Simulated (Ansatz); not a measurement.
# CH₆N₂Si: small, medium and large basis sets

One table from this session's results is given with a row withheld; the runs are named, their logs left out.

The runs use Ansatz 0.2.0, Gaussian basis; one geometry, several basis sets.

Levels to be run: PBE0-D4/def2-SVP; ωB97M-V/def2-SVP; PBE0-D4/def2-QZVPP; ωB97M-V/def2-QZVPP; the functionals' def2-TZVPP values are taken from earlier runs.

**The relaxed structure**

An earlier PBE0-D4 in a triple-zeta def2 set relaxation fixed the geometry.

SMILES `N=C[SiH2]N`, 10 atoms, charge 0, spin multiplicity 1.

Atoms are counted from 1 here; the program's logs count them from 0.

Bond lengths: N1–C2 1.271 Å, N1–H5 1.023 Å, C2–Si3 1.895 Å, C2–H6 1.104 Å, Si3–N4 1.713 Å, Si3–H7 1.488 Å, Si3–H8 1.488 Å, N4–H9 1.009 Å, N4–H10 1.009 Å. Angles: C2–N1–H5 111.6°, N1–C2–Si3 119.5°, N1–C2–H6 121.7°, Si3–C2–H6 118.8°, C2–Si3–N4 115.4°, C2–Si3–H7 106.8°, C2–Si3–H8 106.9°, N4–Si3–H7 109.1°, N4–Si3–H8 109.0°, H7–Si3–H8 109.5°, Si3–N4–H9 117.5°, Si3–N4–H10 117.4°, H9–N4–H10 109.2°.

Set-up of the first run:

in.yaml

```yaml
crystal:
  periodic: [false, false, false]
  atoms:
    - {symbol: N, position_ang: [-0.298655, 0.362073, -1.790432]}
    - {symbol: C, position_ang: [-0.932177, -0.167610, -0.824404]}
    - {symbol: Si, position_ang: [-0.105050, -0.294984, 0.875433]}
    - {symbol: N, position_ang: [1.483808, 0.338551, 0.967898]}
    - {symbol: H, position_ang: [-0.855294, 0.367987, -2.648408]}
    - {symbol: H, position_ang: [-1.956414, -0.559567, -0.948509]}
    - {symbol: H, position_ang: [-0.074500, -1.739385, 1.230827]}
    - {symbol: H, position_ang: [-0.975038, 0.435504, 1.836071]}
    - {symbol: H, position_ang: [2.203212, -0.130403, 0.437913]}
    - {symbol: H, position_ang: [1.593206, 1.336535, 0.866710]}
basis:
  gaussian: {orbitals: def2-SVP}
hamiltonian: {xc: pbe0, dispersion: d4}
output: {orbitals: {seedname: orbitals}}
```

On the command line:

```
$ ansatz run in.yaml --threads 2 --pin off --events-out ev --progress --plain --max-ram 4352MiB
```

Steps of the session up to this table: PBE0-D4 in def2-SVP; ωB97M-V in def2-SVP; PBE0-D4 in def2-QZVPP; ωB97M-V in def2-QZVPP.

One table of the session follows, with a row left open; its other results are not shown here.

It belongs to the step «Functionals by basis». 

| functional | basis | HOMO (eV) |
| --- | --- | --- |
| PBE0-D4 | def2-SVP | -6.83 |
| PBE0-D4 | def2-TZVPP | -7.09 |
| PBE0-D4 | def2-QZVPP | -7.13 |
| ωB97M-V | def2-SVP | -9.13 |
| ωB97M-V | def2-TZVPP | ? |
| ωB97M-V | def2-QZVPP | -9.46 |

Q: Estimate the row for ωB97M-V, def2-TZVPP from the others.

The run gave: HOMO (eV): -9.41. In the column «HOMO (eV)» it lies between ωB97M-V, def2-QZVPP (-9.46) and ωB97M-V, def2-SVP (-9.13).
